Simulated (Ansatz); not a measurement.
Crystal: Ni3Se.

```
Se Ni
1.0
     5.15255    0.00000    0.00000
    -2.57628    4.46224    0.00000
     0.00000    0.00000    4.18344
Se Ni
2 6
Cartesian
  0.0000 2.9748 3.1376
  2.5763 1.4874 1.0459
  0.0000 1.4645 1.0459
  -1.3080 3.7300 1.0459
  1.3080 3.7300 1.0459
  2.5763 2.9978 3.1376
  3.8843 0.7322 3.1376
  1.2683 0.7322 3.1376
```

The cell comes from a database or a generator and needn't be the stable form of this composition.

| Property | Result |
| --- | --- |
| Program | Ansatz 0.2.0 |
| Task | single point |
| Functional | PBE |
| Potentials or basis | Ansatz PAW |
| Cutoff | 420 eV (not typed: the program's choice for these potentials) |
| k mesh | 6 × 6 × 7 |
| Occupations | fermi-dirac, width 0.05 eV |
| Spin | collinear spin, ferromagnetic start |
| Starting moments | [0.0, 0.0, 1.0, 1.0, 1.0, 1.0, 1.0, 1.0] μB |

On this cell: pressure 2.4 GPa; largest force 0.053 eV/Å; net moment 1.46 μB per cell; site moments Se +0.03; Ni +0.25 μB; band gap on the k mesh none (metal or under the smearing width).

The same run follows on a disturbed copy (atoms moved at random, drawn with an rms of 0.05 Å):

```
CELL_PARAMETERS angstrom
5.15255 0.00000 0.00000
-2.57628 4.46224 0.00000
0.00000 0.00000 4.18344
ATOMIC_POSITIONS crystal
Se 0.32969 0.67734 0.74539
Se 0.65791 0.32148 0.25397
Ni 0.17951 0.33682 0.25552
Ni 0.15784 0.83961 0.24513
Ni 0.66879 0.82673 0.25415
Ni 0.83019 0.67243 0.76091
Ni 0.82764 0.15717 0.74269
Ni 0.32934 0.16773 0.75412
```

Task: What changes?

Result: The energy (extrapolated to zero smearing) moves by +6.2 meV/atom; pressure 2.8 GPa; largest force 0.407 eV/Å; net moment 1.46 μB per cell; site moments Se +0.03; Ni +0.23, +0.25, +0.26 μB; band gap on the k mesh none (metal or under the smearing width).

Forces in eV/Å, atoms in the order of the input:
```
Se  -0.021 -0.196  0.040
Se   0.099  0.117 -0.052
Ni  -0.352 -0.177 -0.102
Ni   0.126 -0.100  0.213
Ni   0.029  0.323 -0.044
Ni   0.125 -0.032 -0.180
Ni   0.170  0.136  0.181
Ni  -0.176 -0.072 -0.057
```

Stress tensor (GPa, compression positive):
```
 2.60 -0.44 -0.03
-0.44  2.89  0.23
-0.03  0.23  2.89
```
